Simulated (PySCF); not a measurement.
# C33H66Si7: the cost of one run

Programs: PySCF 2.14.0, with routines of our own; each step states its level. All values are computed. Atoms count from 0.

## 1. The starting structure

106 atoms, charge 0, multiplicity 1; geometry from: GFN2-xTB.

## 2. Electronic excitations: TDA CAM-B3LYP/6-31G*

The job: settings as JSON, then the geometry in Å.

```
{"job": {"kind": "uv", "basis": "6-31G*", "grid": 1, "kgrid": 0, "vcut": 1.5, "nstates": 5, "ntriplets": 2, "tda": true, "delta": ["ip_vertical"], "pop": false, "xc": "CAM-B3LYP"}, "charge": 0, "multiplicity": 1}
C      5.755123     1.275688    -2.696863
Si     6.354327     0.333611    -1.153640
C      6.387711    -1.532475    -1.537776
C      8.150537     0.904486    -0.735144
C      9.087954     0.674084    -1.866756
C      9.276247     1.644917    -2.844498
C     10.123756     1.421524    -3.913704
C     10.797035     0.217089    -4.027846
C     10.618094    -0.758084    -3.061537
C      9.769766    -0.531125    -1.993811
C      5.315398     0.712963     0.400442
Si     3.405426     0.625686     0.320059
C      2.794329    -0.857072    -0.707954
C      2.740656     2.220091    -0.497749
C      2.752316     0.583000     2.117476
Si     2.776340    -1.058079     3.096152
C      2.387702    -0.656693     4.922939
C      4.521680    -1.834676     3.035133
C      1.548688    -2.360923     2.432955
Si    -0.334891    -2.057028     2.590956
C     -0.863965    -2.223677     4.418003
C     -1.207394    -3.439784     1.600942
C     -0.785576    -0.326998     1.919113
Si    -2.607955     0.085658     1.499119
C     -2.731960     1.979102     1.278159
C     -3.732125    -0.433661     2.949399
C     -3.095220    -0.801935    -0.120984
Si    -4.678730    -0.265558    -1.053535
C     -4.420982     1.409635    -1.925227
C     -5.018825    -1.569360    -2.408346
C     -6.130989    -0.163655     0.185259
Si    -7.903190     0.043995    -0.494271
C     -9.064320     0.493041     0.957881
C     -8.543862    -1.573407    -1.270753
C     -7.924714     1.464977    -1.751806
C     -7.663157     2.767122    -1.334770
C     -7.647156     3.822118    -2.227821
C     -7.892413     3.593846    -3.571371
C     -8.155133     2.307043    -4.007913
C     -8.169405     1.258534    -3.105186
H      5.660025     2.339723    -2.506080
H      6.450287     1.150779    -3.521832
H      4.786625     0.914090    -3.025955
H      7.084114    -1.750092    -2.342109
H      6.694280    -2.113159    -0.673374
H      5.411109    -1.891352    -1.842988
H      8.493817     0.362180     0.145393
H      8.132447     1.964268    -0.483207
H      8.756173     2.588398    -2.757116
H     10.264306     2.190699    -4.659943
H     11.462299     0.042006    -4.860460
H     11.146093    -1.697885    -3.139929
H      9.637121    -1.294162    -1.240035
H      5.645489     0.039552     1.188720
H      5.575269     1.713534     0.745478
H      3.040544    -0.731172    -1.757520
H      3.243413    -1.785871    -0.373825
H      1.716424    -0.964887    -0.636367
H      1.654873     2.241541    -0.487034
H      3.089061     3.104401     0.026846
H      3.061091     2.305117    -1.530641
H      3.329684     1.312196     2.686105
H      1.731901     0.958369     2.118768
H      2.223913    -1.559315     5.501902
H      3.202880    -0.113228     5.390593
H      1.496211    -0.045510     5.013229
H      4.782581    -2.143347     2.028154
H      5.281826    -1.138460     3.374989
H      4.579883    -2.712301     3.671591
H      1.772195    -3.303724     2.932709
H      1.772820    -2.529203     1.382005
H     -0.329403    -3.030870     4.909198
H     -1.924425    -2.434443     4.506785
H     -0.663995    -1.314913     4.974772
H     -1.032384    -3.335845     0.535036
H     -2.280551    -3.427737     1.761606
H     -0.845263    -4.419965     1.896764
H     -0.189538    -0.147896     1.025247
H     -0.440823     0.400444     2.652999
H     -2.183925     2.309516     0.401962
H     -2.324709     2.506462     2.135333
H     -3.761762     2.298741     1.158308
H     -3.842942    -1.511718     2.993016
H     -4.725063    -0.005918     2.865446
H     -3.316624    -0.110015     3.898175
H     -2.257891    -0.714153    -0.812364
H     -3.181880    -1.864662     0.095985
H     -5.179895     1.578043    -2.682611
H     -3.452993     1.451693    -2.414555
H     -4.471768     2.238450    -1.228582
H     -5.359719    -2.509754    -1.987352
H     -4.120470    -1.776431    -2.982170
H     -5.775526    -1.222278    -3.104681
H     -5.929253     0.675125     0.849810
H     -6.107447    -1.050952     0.815883
H     -9.084912    -0.300678     1.698547
H     -8.740901     1.398338     1.461830
H    -10.084181     0.653891     0.621877
H     -9.572152    -1.473729    -1.604428
H     -8.514420    -2.381252    -0.546459
H     -7.946139    -1.879650    -2.121255
H     -7.468065     2.955680    -0.289060
H     -7.443041     4.824961    -1.879658
H     -7.878948     4.414491    -4.273946
H     -8.348112     2.121831    -5.055356
H     -8.376942     0.260021    -3.460323
```

Level: TDA CAM-B3LYP/6-31G*, vertical, gas phase, core orbitals frozen in the response, virtual orbitals cut by energy.

Started as:

```console
> OMP_NUM_THREADS=8 python large_run.py task.json out
```

The driver reads the jobs from task.json and runs them one after another.

**Question.** How long does this first job take on 8 threads of Arm Neoverse N1, shared host, and how much memory does it need?

About 10 min, with a peak of 5.7 GiB.
